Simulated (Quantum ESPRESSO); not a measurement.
# Ir in Quantum ESPRESSO: work function with PBE

Aim: the work function of Ir with PBE.

Everything below comes from runs of Quantum ESPRESSO 7.5. Logs are shortened: lines on timing, memory, paths and dates and some standing lists are left out, and cuts for length are marked.

## (1) The slab as given

The cell holds a slab with vacuum, 5 atoms: a = 2.715 Å, b = 2.715 Å, c = 23.867 Å, α = 90.00°, β = 90.00°, γ = 120.00°.

## (2) Work function, PBE

pw.in reads:

```
&CONTROL
  calculation = 'scf'
  prefix = 'pwscf'
  outdir = './tmp'
  pseudo_dir = './pseudo'
  tprnfor = .true.
  disk_io = 'low'
/
&SYSTEM
  ibrav = 0
  celldm(1) = 8
  nat = 5
  ntyp = 1
  ecutwfc = 68
  nbnd = 55
  occupations = 'smearing'
  smearing = 'fd'
  degauss = 0.00367493
/
&ELECTRONS
  conv_thr = 5d-09
  electron_maxstep = 150
  mixing_beta = 0.3
  mixing_mode = 'local-TF'
/
ATOMIC_SPECIES
Ir   192.2170 Ir.upf
CELL_PARAMETERS alat
  0.6412940976462   0.0000000000000  -0.0000000000000
 -0.3206470488231   0.5553769798586   0.0000000000000
  0.0000000000000   0.0000000000000   5.6376942360622
ATOMIC_POSITIONS crystal
Ir     0.6666666667    0.3333333333    0.3142451803
Ir     0.3333333333    0.6666666667    0.4071225902
Ir     0.0000000000    0.0000000000    0.5000000000
Ir     0.6666666667    0.3333333333    0.5928774098
Ir     0.3333333333    0.6666666667    0.6857548197
K_POINTS automatic
11 11 1 0 0 0
```

pp_density.in reads:

```
&INPUTPP
  prefix = 'pwscf'
  outdir = './tmp'
  filplot = 'density.dat'
  plot_num = 0
/
&PLOT
  nfile = 1
  filepp(1) = 'density.dat'
  iflag = 3
  output_format = 6
  fileout = 'density.cube'
/
```

pp_potential.in reads:

```
&INPUTPP
  prefix = 'pwscf'
  outdir = './tmp'
  filplot = 'potential.dat'
  plot_num = 11
/
&PLOT
  nfile = 1
  filepp(1) = 'potential.dat'
  iflag = 3
  output_format = 6
  fileout = 'potential.cube'
/
```

pp_elf.in reads:

```
&INPUTPP
  prefix = 'pwscf'
  outdir = './tmp'
  filplot = 'elf.dat'
  plot_num = 8
/
&PLOT
  nfile = 1
  filepp(1) = 'elf.dat'
  iflag = 3
  output_format = 6
  fileout = 'elf.cube'
/
```

Potentials or basis: PseudoDojo 0.4.1 SR PBE standard.

Run with:

```sh
> OMP_NUM_THREADS=1 pw.x -in pw.in > pw.out
> OMP_NUM_THREADS=1 pp.x -in pp_density.in > pp_density.out
> OMP_NUM_THREADS=1 pp.x -in pp_potential.in > pp_potential.out
> OMP_NUM_THREADS=1 pp.x -in pp_elf.in > pp_elf.out
```

pw.out:

```text
This program is part of the open-source Quantum ESPRESSO suite
     for quantum simulation of materials; please cite
[... 9 lines left out ...]
     --------------------
     sticks:   dense  smooth     PW     G-vecs:    dense   smooth      PW
     Sum         499     499    151                78123    78123   12891

     Using Slab Decomposition

     bravais-lattice index     =            0
     lattice parameter (alat)  =       8.0000  a.u.
     unit-cell volume          =    1028.0556 (a.u.)^3
     number of atoms/cell      =            5
     number of atomic types    =            1
     number of electrons       =        85.00
     number of Kohn-Sham states=           55
     kinetic-energy cutoff     =      68.0000  Ry
     charge density cutoff     =     272.0000  Ry
     scf convergence threshold =      5.0E-09
     mixing beta               =       0.3000
     number of iterations used =            8  local-TF  mixing
     Exchange-correlation= PBE
                           (   1   4   3   4   0   0   0)

     celldm(1)=   8.000000  celldm(2)=   0.000000  celldm(3)=   0.000000
     celldm(4)=   0.000000  celldm(5)=   0.000000  celldm(6)=   0.000000

     crystal axes: (cart. coord. in units of alat)
               a(1) = (   0.641294   0.000000  -0.000000 )
               a(2) = (  -0.320647   0.555377   0.000000 )
               a(3) = (   0.000000   0.000000   5.637694 )

     reciprocal axes: (cart. coord. in units 2 pi/alat)
               b(1) = (  1.559347  0.900289 -0.000000 )
               b(2) = ( -0.000000  1.800579  0.000000 )
               b(3) = (  0.000000  0.000000  0.177377 )

     PseudoPot. # 1 for Ir read from file:
     Ir.upf
     Pseudo is Norm-conserving + core correction, Zval = 17.0
     Generated using ONCVPSP code by D. R. Hamann
     Using radial grid of 1310 points,  8 beta functions with:
                l(1) =   0
                l(2) =   0
                l(3) =   1
                l(4) =   1
                l(5) =   2
                l(6) =   2
                l(7) =   3
                l(8) =   3

     atomic species   valence    mass     pseudopotential
     Ir               17.00   192.21700     Ir( 1.00)

     12 Sym. Ops., with inversion, found

   Cartesian axes

     site n.     atom                  positions (alat units)
         1        Ir     tau(   1) = (   0.3206470   0.1851257   1.7716182  )
         2        Ir     tau(   2) = (  -0.0000000   0.3702513   2.2952327  )
         3        Ir     tau(   3) = (   0.0000000   0.0000000   2.8188471  )
         4        Ir     tau(   4) = (   0.3206470   0.1851257   3.3424616  )
         5        Ir     tau(   5) = (  -0.0000000   0.3702513   3.8660760  )

     number of k points=    16  Fermi-Dirac smearing, width (Ry)=  0.0037
                       cart. coord. in units 2pi/alat
        k(    1) = (   0.0000000   0.0000000   0.0000000), wk =   0.0165289
        k(    2) = (   0.0000000   0.1636890   0.0000000), wk =   0.0991736
        k(    3) = (   0.0000000   0.3273780   0.0000000), wk =   0.0991736
        k(    4) = (   0.0000000   0.4910669   0.0000000), wk =   0.0991736
        k(    5) = (   0.0000000   0.6547559   0.0000000), wk =   0.0991736
        k(    6) = (   0.0000000   0.8184449   0.0000000), wk =   0.0991736
[... 8 lines left out ...]
        k(   15) = (   0.4252764   0.7366004   0.0000000), wk =   0.0991736
        k(   16) = (   0.4252764   0.9002894   0.0000000), wk =   0.0991736

     Dense  grid:    78123 G-vectors     FFT dimensions: (  27,  27, 240)

     Initial potential from superposition of free atoms

     starting charge      84.9992, renormalised to      85.0000

     negative rho (up, down):  8.476E-05 0.000E+00
     Starting wfcs are   50 randomized atomic wfcs +    5 random wfcs

     Self-consistent Calculation

     iteration #  1     ecut=    68.00 Ry     beta= 0.30
     Davidson diagonalization with overlap
     ethr =  1.00E-02,  avg # of iterations =  6.2

     Threshold (ethr) on eigenvalues was too large:
     Diagonalizing with lowered threshold

     Davidson diagonalization with overlap
     ethr =  1.47E-04,  avg # of iterations =  3.4

     negative rho (up, down):  1.633E-07 0.000E+00

     total energy              =   -1151.47679702 Ry
     estimated scf accuracy    <       0.13425195 Ry

     iteration #  2     ecut=    68.00 Ry     beta= 0.30
     Davidson diagonalization with overlap
     ethr =  1.58E-04,  avg # of iterations =  1.4

     total energy              =   -1151.46559335 Ry
     estimated scf accuracy    <       0.08754897 Ry

     iteration #  3     ecut=    68.00 Ry     beta= 0.30
     Davidson diagonalization with overlap
     ethr =  1.03E-04,  avg # of iterations =  1.8
[... 86 lines left out ...]
     iteration # 14     ecut=    68.00 Ry     beta= 0.30
     Davidson diagonalization with overlap
     ethr =  1.07E-10,  avg # of iterations =  2.2

     negative rho (up, down):  2.762E-06 0.000E+00

     total energy              =   -1151.45963182 Ry
     estimated scf accuracy    <       0.00000003 Ry

     iteration # 15     ecut=    68.00 Ry     beta= 0.30
     Davidson diagonalization with overlap
     ethr =  3.23E-11,  avg # of iterations =  2.7

     End of self-consistent calculation

          k = 0.0000 0.0000 0.0000 (  9755 PWs)   bands (ev):

   -84.0000 -83.9068 -83.9010 -83.3901 -83.3901 -41.0809 -40.7939 -40.5497
   -40.4891 -40.4891 -40.3921 -40.3921 -40.3762 -40.3762 -40.0369 -40.0280
   -39.9060 -39.9060 -39.9059 -39.9059  -1.6382  -0.5371   0.6013   1.2468
     1.3299   4.9153   5.0325   5.2119   5.2119   5.3591   5.3591   5.4721
     5.5360   5.5360   6.0804   6.0804   6.1229   6.1229   6.4071   7.8423
     7.8423   8.0252   8.0252   8.5525   8.5833   8.5833   9.1421   9.3969
     9.3969   9.8728   9.8728  14.1817  14.5171  15.5328  17.1030

          k = 0.0000 0.1637 0.0000 (  9781 PWs)   bands (ev):

   -83.9962 -83.9033 -83.8979 -83.3867 -83.3867 -41.0655 -40.7919 -40.5630
   -40.5292 -40.5026 -40.4329 -40.4247 -40.4040 -40.3863 -40.0318 -40.0255
   -39.9528 -39.9524 -39.9173 -39.9173  -1.3187  -0.2279   0.9168   1.5545
     1.6504   4.6173   4.7377   4.9591   5.3309   5.3718   5.4681   5.5144
     5.5345   5.7941   5.8898   6.0407   6.1515   6.2843   6.3722   7.4811
     7.5743   7.8383   7.9319   8.0947   8.2863   8.5960   9.1313   9.4072
     9.8977  10.3820  11.2462  14.4025  14.7664  15.7225  17.3206
[... 123 lines left out ...]
   -83.9485 -83.8602 -83.8598 -83.3446 -83.3446 -41.0182 -40.9762 -40.8871
   -40.8609 -40.7257 -40.7025 -40.6707 -40.6394 -40.5753 -40.3589 -40.3571
   -40.1975 -40.1969 -39.9901 -39.9898   2.5346   2.5443   3.0110   3.1344
     3.6002   3.6998   3.8840   4.0113   4.3148   4.6939   5.0205   5.2029
     6.0071   6.0889   6.1513   6.1947   6.9771   7.2580   7.6657   7.9610
     8.4400   9.0607   9.7128   9.9221  10.2255  12.7638  13.3204  14.1099
    15.3062  16.0339  16.0823  16.5950  17.1863  17.8978  18.1902

          k = 0.4253 0.9003 0.0000 (  9727 PWs)   bands (ev):

   -83.9460 -83.8579 -83.8578 -83.3424 -83.3424 -41.0088 -40.9555 -40.9161
   -40.8511 -40.7893 -40.7468 -40.6514 -40.6360 -40.6012 -40.3481 -40.3476
   -40.2455 -40.2445 -39.9881 -39.9880   2.5663   2.7893   3.1287   3.3679
     3.3816   3.7385   3.8763   3.9939   4.2495   4.8605   5.1303   5.2967
     5.9054   5.9883   6.4308   6.4724   6.9366   7.3597   7.7776   8.0275
     9.0120   9.0977   9.4400   9.6833   9.7577  14.1050  14.2022  15.0775
    15.1424  15.4177  15.9217  16.8214  16.9854  17.7408  18.0054

     the Fermi energy is     9.0231 ev

!    total energy              =   -1151.45963184 Ry
     estimated scf accuracy    <          2.9E-09 Ry
     smearing contrib. (-TS)   =      -0.00422895 Ry
     internal energy E=F+TS    =   -1151.45540288 Ry

     The total energy is F=E-TS. E is the sum of the following terms:
     one-electron contribution =   -8951.18714387 Ry
     hartree contribution      =    4486.69257565 Ry
     xc contribution           =    -218.39481912 Ry
     ewald contribution        =    3531.43398446 Ry

     convergence has been achieved in  15 iterations

     Forces acting on atoms (cartesian axes, Ry/au):

     atom    1 type  1   force =    -0.00000000   -0.00000000    0.00277781
     atom    2 type  1   force =    -0.00000000   -0.00000000   -0.01137889
     atom    3 type  1   force =     0.00000000    0.00000000    0.00000000
     atom    4 type  1   force =     0.00000000   -0.00000000    0.01137889
     atom    5 type  1   force =    -0.00000000   -0.00000000   -0.00277781

     Total force =     0.016565     Total SCF correction =     0.000337

=------------------------------------------------------------------------------=
   JOB DONE.
=------------------------------------------------------------------------------=
```

pp_potential.out:

```text
This program is part of the open-source Quantum ESPRESSO suite
     for quantum simulation of materials; please cite
         "P. Giannozzi et al., J. Phys.:Condens. Matter 21 395502 (2009);
         "P. Giannozzi et al., J. Phys.:Condens. Matter 29 465901 (2017);
         "P. Giannozzi et al., J. Chem. Phys. 152 154105 (2020);
     in publications or presentations arising from this work. More details at

     IMPORTANT: XC functional enforced from input :
     Exchange-correlation= PBE
                           (   1   4   3   4   0   0   0)
     Any further DFT definition will be discarded
     Please, verify this is what you really want

     G-vector sticks info
     --------------------
     sticks:   dense  smooth     PW     G-vecs:    dense   smooth      PW
     Sum         499     499    151                78123    78123   12891

     Using Slab Decomposition

     Calling punch_plot, plot_num =  11
     Writing data to file  potential.dat
     Reading data from file  potential.dat

     Writing data to be plotted to file potential.cube
     Plot Type: 3D                     Output format: Gaussian cube

=------------------------------------------------------------------------------=
   JOB DONE.
=------------------------------------------------------------------------------=
```

Wall time 5.2 min (1 thread of AMD EPYC (Zen 3), shared host); peak memory 0.28 GiB.

What came out:

* Free energy: -15666.4064 eV
* Largest force: 0.293 eV/Å
* Band gap on the k mesh: none (metal or under the smearing width)
* Work function of the upper face: 5.51 eV
* Work function of the lower face: 5.51 eV

Forces on the atoms (eV/Å):
```
Ir   0.000  0.000  0.071
Ir   0.000  0.000 -0.293
Ir   0.000  0.000  0.000
Ir   0.000  0.000  0.293
Ir   0.000  0.000 -0.071
```

Spin-orbit coupling is left out, which matters for the levels of Ir.
